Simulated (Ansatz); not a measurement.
# AlClF₂: taking an electron away

One table from this session's results is given with a row withheld; the runs are named, their logs left out.

Computed with Ansatz 0.2.0, Gaussian basis. Level: unrestricted cation, the program's frozen cores in correlated methods.

The runs, in order: UKS PBE-D4/def2-TZVPP; UKS r2SCAN-D4/def2-TZVPP; UKS PBE0-D4/def2-TZVPP; UKS B3LYP-D4/def2-TZVPP; UKS wB97X-V/def2-TZVPP; UKS wB97M-V/def2-TZVPP; UKS B2PLYP/def2-TZVPP; UHF-CCSD(T)/def2-TZVPP; UHF-CCSD(T)/def2-QZVPP; extrapolation to the limit; then −ε(HOMO) from the neutral's earlier runs with LDA (SPW92), PBE-D4, revPBE-D4, BLYP-D4, r2SCAN-D4, B97M-V, PBE0-D4, B3LYP-D4, r2SCANh-D4, r2SCAN0-D4, HSE06-D4, BHLYP-D4, CAM-B3LYP-D4, LC-ωPBE, ωB97X-V, ωB97M-V.

## The relaxed structure

All runs share one geometry, relaxed beforehand with PBE0-D4 in a triple-zeta def2 set.

SMILES `[F][Al]([F])[Cl]`, 4 atoms, charge 0, spin multiplicity 1.

Atoms are counted from 1 here; the program's logs count them from 0.

Bond lengths: F1–Al2 1.631 Å, Al2–F3 1.631 Å, Al2–Cl4 2.061 Å. Angles: F1–Al2–F3 119.0°, F1–Al2–Cl4 120.5°, F3–Al2–Cl4 120.5°.

The first run:

Input file in.yaml:

```yaml
crystal:
  periodic: [false, false, false]
  atoms:
    - {symbol: F, position_ang: [1.012181, 0.706385, 1.143912]}
    - {symbol: Al, position_ang: [0.083310, -0.065913, 0.048476]}
    - {symbol: F, position_ang: [0.287096, -1.668899, -0.170916]}
    - {symbol: Cl, position_ang: [-1.327088, 0.968126, -1.041772]}
basis:
  gaussian: {orbitals: def2-TZVPP}
total_charge: 1
magnetization: {spin_polarized: true, initial_magnetization: 1}
hamiltonian: {xc: pbe, dispersion: d4}
```

On the command line:

```sh
$ ansatz run in.yaml --threads 2 --pin off --events-out ev --progress --plain --max-ram 20480MiB --backend cpu
```

Steps of the session up to this table: Cation, UKS PBE-D4/def2-TZVPP; Cation, UKS r2SCAN-D4/def2-TZVPP; Cation, UKS PBE0-D4/def2-TZVPP; Cation, UKS B3LYP-D4/def2-TZVPP; Cation, UKS wB97X-V/def2-TZVPP; Cation, UKS wB97M-V/def2-TZVPP; Cation, UKS B2PLYP (frozen core)/def2-TZVPP; Cation, UHF-CCSD(T)/def2-TZVPP; Cation, UHF-CCSD(T)/def2-QZVPP.

One table of the session follows, with a row left open; its other results are not shown here.

Orbital estimates, from the neutral's runs:

```
  functional  −ε(HOMO) (eV)
 LDA (SPW92)           8.64
      PBE-D4           8.46
   revPBE-D4           8.40
     BLYP-D4           8.29
   r2SCAN-D4           8.85
      B97M-V           8.91
     PBE0-D4           9.96
    B3LYP-D4           9.65
  r2SCANh-D4              ?
  r2SCAN0-D4          10.21
    HSE06-D4           9.55
    BHLYP-D4          11.27
CAM-B3LYP-D4          11.36
     LC-ωPBE          12.82
     ωB97X-V          12.42
     ωB97M-V          12.25
```

Estimate the missing values for r2SCANh-D4.

Worked estimate for «−ε(HOMO) (eV)». Against the share of exact exchange, r2SCAN-D4 (0, 8.85), r2SCAN0-D4 (0.25, 10.21) give a slope of 5.44 per unit share; at 0.1 the line stands at 9.39.

The run gave: −ε(HOMO) (eV): 9.39. In «−ε(HOMO) (eV)» the line misses by 0.00.

Caveats from the session: The cation may have settled in a state other than its lowest; no search over hole states beyond the program's own was made.
